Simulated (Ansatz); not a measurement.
# BeMgH2 (triplet): the correlation ladder at scale of all distances = 2.021, 6-31G, part 2 of 2

Ansatz 0.2.0, Gaussian basis; 6-31G, core rule «outside noble gas», up to 6 orbitals frozen. Earlier steps stand in the parts before.

## 13. CASSCF and NEVPT2, 4 electrons in 4 orbitals

in.yaml

```yaml
crystal:
  periodic: [false, false, false]
  atoms:
    - {symbol: Be, position_ang: [0.000000, -0.129372, 3.868580]}
    - {symbol: Mg, position_ang: [0.000000, -0.074306, -1.327567]}
    - {symbol: H, position_ang: [0.000000, 2.120175, 2.085169]}
    - {symbol: H, position_ang: [0.000000, 0.828338, -4.662542]}
basis:
  gaussian: {orbitals: 6-31G}
magnetization: {spin_polarized: false, initial_magnetization: 2}
correlation: {method: sc_nevpt2, electrons: outside_noble_gas, active_space: {window: {electrons: 4, orbitals: 4}}}
```

On the command line:

```
ansatz run in.yaml --threads 1 --pin off --events-out ev --progress --plain --max-ram 2393MiB
```

What it wrote (excerpt; [...] marks lines left out):

```text
Functional definition: HF
  name "HF"
  cite "Fock, Z. Phys. 61, 126 (1930) doi:10.1007/BF01340294"
  parent pbe
[...]
323 factors; integrals over basis functions are off by at most 2.7e-4 eV
[...]
mean field -5854.69300194 eV, -215.1559993680 hartree, gradient 5.9e-6 eV, S^2 2.000000; 4 other end points of the search recorded, 0 dependent functions left out
reference -5854.69300194 eV, -215.1559993680 hartree; 10, 8 occupied and 16, 18 virtual orbitals, 323 factors
state -5855.20881668 eV, -215.1749552101 hartree
state -5855.20881668 eV, -215.1749552101 hartree; corrected -5855.97635870 eV, -215.2031618591 hartree
state -5855.02635109 eV, -215.1682497230 hartree
state -5855.02635109 eV, -215.1682497230 hartree; corrected -5855.89033742 eV, -215.2000006353 hartree
state -5855.20881668 eV, -215.1749552101 hartree; corrected -5855.97635870 eV, -215.2031618591 hartree
Total energy: -5855.97635870 eV, -215.2031618591 hartree
```

Wall time 0.54 s (1 thread of Arm Neoverse V1, shared host).

From the report: 36 determinants; active occupations 1.89, 1.00, 1.00, 0.11.

## 14. CASSCF and MRCISD+Q, 6 electrons in 10 orbitals

Edit in.yaml of step 13 so:

```diff
@@ -10,2 +10,2 @@
 magnetization: {spin_polarized: false, initial_magnetization: 2}
-correlation: {method: sc_nevpt2, electrons: outside_noble_gas, active_space: {window: {electrons: 4, orbitals: 4}}}
+correlation: {method: fic_mrcisd_q, electrons: outside_noble_gas, active_space: {window: {electrons: 6, orbitals: 10}, shells: [{species: Be, l: s, shell: 2}, {species: Be, l: p, shell: 2}, {species: H, l: s, shell: 1}, {species: Mg, l: s, shell: 3}, {species: Mg, l: p, shell: 3}]}}
```

Same command.

What it wrote (excerpt; [...] marks lines left out):

```text
Functional definition: HF
  name "HF"
  cite "Fock, Z. Phys. 61, 126 (1930) doi:10.1007/BF01340294"
  parent pbe
[...]
548 factors; integrals over basis functions are off by at most 1.7e-7 eV
[...]
mean field -5854.69302840 eV, -215.1560003402 hartree, gradient 6.0e-6 eV, S^2 2.000000; 4 other end points of the search recorded, 0 dependent functions left out
reference -5854.69302840 eV, -215.1560003402 hartree; 10, 8 occupied and 16, 18 virtual orbitals, 548 factors
state -5856.78962135 eV, -215.2330487098 hartree
contracted CI cycle   1: correlation 0.00000000 eV, 0.0000000000 hartree, residual 1.45e0 eV
contracted CI cycle   2: correlation -0.07414433 eV, -0.0027247538 hartree, residual 4.92e-1 eV
contracted CI cycle   3: correlation -0.08111520 eV, -0.0029809286 hartree, residual 9.96e-2 eV
contracted CI cycle   4: correlation -0.08148700 eV, -0.0029945921 hartree, residual 2.84e-2 eV
contracted CI cycle   5: correlation -0.08151100 eV, -0.0029954741 hartree, residual 8.26e-3 eV
contracted CI cycle   6: correlation -0.08151275 eV, -0.0029955382 hartree, residual 1.84e-3 eV
contracted CI cycle   7: correlation -0.08151285 eV, -0.0029955419 hartree, residual 5.62e-4 eV
state -5856.78962135 eV, -215.2330487098 hartree; corrected -5856.87144320 eV, -215.2360556075 hartree
Total energy: -5856.87144320 eV, -215.2360556075 hartree
Checks for a lower state left out: starts, orbital_swaps
```

Wall time 8 s (1 thread of Arm Neoverse V1, shared host); peak memory 0.51 GiB.

From the report: 7,232 determinants; active occupations 1.85, 1.80, 1.00, 1.00, 0.07, 0.07, 0.07, 0.05, 0.05, 0.05.

## 15. CASSCF and NEVPT2, 6 electrons in 10 orbitals

in.yaml

```yaml
crystal:
  periodic: [false, false, false]
  atoms:
    - {symbol: Be, position_ang: [0.000000, -0.129372, 3.868580]}
    - {symbol: Mg, position_ang: [0.000000, -0.074306, -1.327567]}
    - {symbol: H, position_ang: [0.000000, 2.120175, 2.085169]}
    - {symbol: H, position_ang: [0.000000, 0.828338, -4.662542]}
basis:
  gaussian: {orbitals: 6-31G}
magnetization: {spin_polarized: false, initial_magnetization: 2}
correlation: {method: sc_nevpt2, electrons: outside_noble_gas, active_space: {window: {electrons: 6, orbitals: 10}, shells: [{species: Be, l: s, shell: 2}, {species: Be, l: p, shell: 2}, {species: H, l: s, shell: 1}, {species: Mg, l: s, shell: 3}, {species: Mg, l: p, shell: 3}]}}
```

Same command.

What it wrote (excerpt; [...] marks lines left out):

```text
Functional definition: HF
  name "HF"
  cite "Fock, Z. Phys. 61, 126 (1930) doi:10.1007/BF01340294"
  parent pbe
[...]
548 factors; integrals over basis functions are off by at most 1.7e-7 eV
[...]
mean field -5854.69302840 eV, -215.1560003402 hartree, gradient 6.0e-6 eV, S^2 2.000000; 4 other end points of the search recorded, 0 dependent functions left out
reference -5854.69302840 eV, -215.1560003402 hartree; 10, 8 occupied and 16, 18 virtual orbitals, 548 factors
state -5856.78962135 eV, -215.2330487098 hartree
state -5856.78962135 eV, -215.2330487098 hartree; corrected -5856.84180797 eV, -215.2349665331 hartree
Total energy: -5856.84180797 eV, -215.2349665331 hartree
Checks for a lower state left out: starts, orbital_swaps
```

Wall time 5.5 s (1 thread of Arm Neoverse V1, shared host).

From the report: 7,232 determinants; active occupations 1.85, 1.80, 1.00, 1.00, 0.07, 0.07, 0.07, 0.05, 0.05, 0.05.

## 16. Full CI

in.yaml

```yaml
crystal:
  periodic: [false, false, false]
  atoms:
    - {symbol: Be, position_ang: [0.000000, -0.129372, 3.868580]}
    - {symbol: Mg, position_ang: [0.000000, -0.074306, -1.327567]}
    - {symbol: H, position_ang: [0.000000, 2.120175, 2.085169]}
    - {symbol: H, position_ang: [0.000000, 0.828338, -4.662542]}
basis:
  gaussian: {orbitals: 6-31G}
magnetization: {spin_polarized: false, initial_magnetization: 2}
correlation: {method: fci, electrons: outside_noble_gas}
```

Same command.

What it wrote (excerpt; [...] marks lines left out):

```text
Functional definition: HF
  name "HF"
  cite "Fock, Z. Phys. 61, 126 (1930) doi:10.1007/BF01340294"
  parent pbe
[...]
548 factors; integrals over basis functions are off by at most 1.7e-7 eV
[...]
mean field -5854.69302840 eV, -215.1560003402 hartree, gradient 6.0e-6 eV, S^2 2.000000; 4 other end points of the search recorded, 0 dependent functions left out
[...]
6 core orbitals not correlated: weight in the atoms' cores, before any rotation towards them, 1.000 or more for the frozen orbitals, at most 0.000 for the correlated occupied ones
reference -5854.69302840 eV, -215.1560003402 hartree; 4, 2 occupied and 16, 18 virtual orbitals, 548 factors
state -5856.87393303 eV, -215.2361471073 hartree
Total energy: -5856.87393303 eV, -215.2361471073 hartree
```

It took 6 s on 1 thread of Arm Neoverse V1, shared host.

From the report: 664,592 determinants, symmetry A'.

## 17. Natural occupations

Natural occupations of the FCI state about the gap (report; correlated orbitals 1 to 10): 1.851, 1.802, 1.000, 0.997, 0.068, 0.065, 0.065, 0.049, 0.049, 0.048. The count of effectively unpaired electrons, Σ n²(2 − n)², is 2.28; a single determinant of this spin has 2.

## 18. Misses and costs

The yardstick is full CI for this spin, exact in this basis with these frozen cores. Rows without a time come out of other runs: HF, MP2 and CCSD of CCSD(T), CCSDT of CCSDT(Q), CASSCF and MRCISD of the multireference runs.

Differences are taken before rounding.

```csv
method,energy from the lowest RHF (kcal/mol),from FCI (kcal/mol),time
RHF,0.00,+50.29,
UHF,-3.25,+47.05,
RMP2,-26.73,+23.56,
UMP2,-24.44,+25.86,
CISD,-46.45,+3.84,0.54 s
RCCSD,-50.20,+0.09,
UCCSD,-50.21,+0.09,
RCCSD(T),-50.26,+0.04,0.57 s
UCCSD(T),-50.26,+0.04,1.1 s
BCCD(T),-50.26,+0.04,0.7 s
RCCSDT,-50.28,+0.01,
UCCSDT,-50.28,+0.01,
CISDTQ,-50.29,0.00,2.1 s
RCCSDT(Q),-50.29,0.00,2.1 s
UCCSDT(Q),-50.28,+0.01,3 s
RCCSDTQ,-50.29,0.00,14 s
UCCSDTQ,-50.29,0.00,16 s
CASSCF pair,-11.89,+38.40,
NEVPT2 pair,-29.59,+20.70,0.54 s
CASSCF valence,-48.35,+1.94,
NEVPT2 valence,-49.55,+0.74,5.5 s
MRCISD valence,-50.23,+0.06,
MRCISD+Q valence,-50.24,+0.06,8 s
FCI,-50.29,0,6 s
```

Among the levels timed on like hardware and quicker than the yardstick, those that no quicker one beats, quickest first: CISD (0.54 s, +3.84 kcal/mol); RCCSD(T) (0.57 s, +0.04 kcal/mol); CISDTQ (2.1 s, 0.00 kcal/mol).

Not comparable, so not listed: CASSCF and MRCISD+Q, 4 electrons in 4 orbitals (they don't share determinant, frozen orbitals or solution with the rows shown, or repeat one).

## 19. Summary of results

What follows sums up all 2 parts.

| quantity | value |
| --- | --- |
| FCI below the RHF energy | -2.1809 eV |
| RMP2 from FCI | +23.56 kcal/mol |
| UMP2 from FCI | +25.86 kcal/mol |
| RCCSD from FCI | +0.09 kcal/mol |
| RCCSD(T) from FCI | +0.04 kcal/mol |
| UCCSD(T) from FCI | +0.04 kcal/mol |
| RCCSDT(Q) from FCI | 0.00 kcal/mol |
| UCCSDT(Q) from FCI | +0.01 kcal/mol |
| NEVPT2 pair from FCI | +20.70 kcal/mol |
| NEVPT2 valence from FCI | +0.74 kcal/mol |
| MRCISD+Q valence from FCI | +0.06 kcal/mol |
| levels within 1 kcal/mol (43 meV) | RCCSD, UCCSD, RCCSD(T), UCCSD(T), BCCD(T), RCCSDT, UCCSDT, CISDTQ, RCCSDT(Q), UCCSDT(Q), RCCSDTQ, UCCSDTQ, NEVPT2 valence, MRCISD valence, MRCISD+Q valence |
| T1 diagnostic | 0.025 |
| effectively unpaired electrons | 2.28 |

RCCSD(T) misses by +0.04 kcal/mol, 0.1 % of the correlation energy. The occupations show some static correlation. Of the multireference levels listed MRCISD+Q valence comes nearest in total energy (+0.06 kcal/mol), which doesn't show that its space is the better one. These misses are within one basis, not against nature; the frozen cores of restricted and unrestricted runs differ, which can shift their rows.

CISDTQ reaches 0.00 kcal/mol from the reference in 2.1 s, where FCI took 6 s; the quickest level in the cost chart, CISD, takes 0.54 s and misses by 3.84 kcal/mol.
